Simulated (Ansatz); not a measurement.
**HfC+ (sextet): wave-function methods side by side, def2-TZVPP**

An exercise on one series of results from a longer session: the logs are not shown, and one member is left open.

Method: def2-TZVPP, core rule «outside noble gas», up to 5 orbitals frozen; program: Ansatz 0.2.0, Gaussian basis.

Plan: UHF; ROHF; CCSD(T) on UHF.

### The geometry

The geometry is a PBE0/def2-TZVP stationary point (not a proven minimum). No spin-orbit coupling is included. Elements past krypton take def2 core potentials.

2 atoms, charge 1, spin multiplicity 6.

Atoms are counted from 1 here; the program's logs count them from 0.

Bond lengths: Hf1–C2 2.077 Å.

The first run:

The input, in.yaml:

```yaml
crystal:
  periodic: [false, false, false]
  atoms:
    - {symbol: Hf, position_ang: [0.000000, 0.000000, 0.000000]}
    - {symbol: C, position_ang: [0.000000, 0.000000, 2.077400]}
basis:
  gaussian: {orbitals: def2-TZVPP}
total_charge: 1
magnetization: {spin_polarized: true, initial_magnetization: 5}
hamiltonian: {xc: hf}
output: {orbitals: {seedname: orbitals}}
```

Started as:

```console
$ ansatz run in.yaml --threads 1 --pin off --events-out ev --progress --plain --max-ram 4096MiB --backend cpu
```

Among the steps run: UHF; ROHF; CCSD(T) on UHF.

One table of the session follows, with a row left open; its other results are not shown here.

| method | from UCCSD(T) (meV) |
| --- | --- |
| ROHF | +3785.3 |
| UHF | +3669.0 |
| UMP2 | ? |
| UCCSD | +167.4 |
| UCCSD(T) | 0 |

Estimate the missing values for UMP2.

**Answer.** from UCCSD(T) (meV): +695.4. In the column «from UCCSD(T) (meV)» it lies between UCCSD (+167.4) and UHF (+3669.0).
